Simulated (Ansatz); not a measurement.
# C₄H₂F₂Sn: how energies converge with the basis set

An exercise on one series of results from a longer session: the logs are not shown, and one member is left open.

Method: one geometry, several basis sets; program: Ansatz 0.2.0, Gaussian basis.

The runs, in order: PBE0-D4/def2-SVP; ωB97M-V/def2-SVP; PBE0-D4/def2-QZVPP; ωB97M-V/def2-QZVPP; the functionals' def2-TZVPP values are taken from earlier runs.

### The geometry

The geometry comes from an earlier relaxation with PBE0-D4 in a triple-zeta def2 set; it is a stationary point, not always the lowest conformer. Sn takes the def2 core potential; no spin-orbit term is included.

SMILES `C#[C][Sn]([F])([F])[C]#C`, 9 atoms, charge 0, spin multiplicity 1.

Atoms are counted from 1 here; the program's logs count them from 0.

Bond lengths: C1–C2 1.204 Å, C1–H8 1.067 Å, C2–Sn3 2.044 Å, Sn3–F4 1.897 Å, Sn3–F5 1.897 Å, Sn3–C6 2.044 Å, C6–C7 1.204 Å, C7–H9 1.067 Å. Angles: C2–C1–H8 179.9°, C1–C2–Sn3 179.5°, C2–Sn3–F4 108.6°, C2–Sn3–F5 108.6°, C2–Sn3–C6 117.8°, F4–Sn3–F5 103.7°, F4–Sn3–C6 108.6°, F5–Sn3–C6 108.6°, Sn3–C6–C7 179.5°, C6–C7–H9 179.8°.

Set-up of the first run:

Contents of in.yaml:

```yaml
crystal:
  periodic: [false, false, false]
  atoms:
    - {symbol: C, position_ang: [1.164273, -2.663189, -0.081956]}
    - {symbol: C, position_ang: [0.800779, -1.543938, -0.335649]}
    - {symbol: Sn, position_ang: [0.177610, 0.358157, -0.749755]}
    - {symbol: F, position_ang: [-0.866871, 0.322928, -2.333232]}
    - {symbol: F, position_ang: [1.689177, 1.398421, -1.231900]}
    - {symbol: C, position_ang: [-0.864982, 1.354819, 0.698521]}
    - {symbol: C, position_ang: [-1.477681, 1.933381, 1.558225]}
    - {symbol: H, position_ang: [1.487299, -3.655328, 0.140343]}
    - {symbol: H, position_ang: [-2.021003, 2.448349, 2.318304]}
basis:
  gaussian: {orbitals: def2-SVP}
hamiltonian: {xc: pbe0, dispersion: d4}
output: {orbitals: {seedname: orbitals}}
```

On the command line:

```bash
$ ansatz run in.yaml --threads 4 --pin off --events-out ev --progress --plain --max-ram 11315MiB
```

Among the steps run: PBE0-D4 in def2-SVP; ωB97M-V in def2-SVP; PBE0-D4 in def2-QZVPP; ωB97M-V in def2-QZVPP.

One table of the session follows, with a row left open; its other results are not shown here.

It belongs to the step «Density functionals: the series». 

```
functional       basis  HOMO (eV)
   PBE0-D4    def2-SVP      -9.04
   PBE0-D4  def2-TZVPP      -9.10
   PBE0-D4  def2-QZVPP          ?
   ωB97M-V    def2-SVP     -11.30
   ωB97M-V  def2-TZVPP     -11.38
   ωB97M-V  def2-QZVPP     -11.39
```

Estimate the missing values for PBE0-D4, def2-QZVPP.

The run gave: HOMO (eV): -9.11. In the column «HOMO (eV)» it lies between ωB97M-V, def2-SVP (-11.30) and PBE0-D4, def2-TZVPP (-9.10).
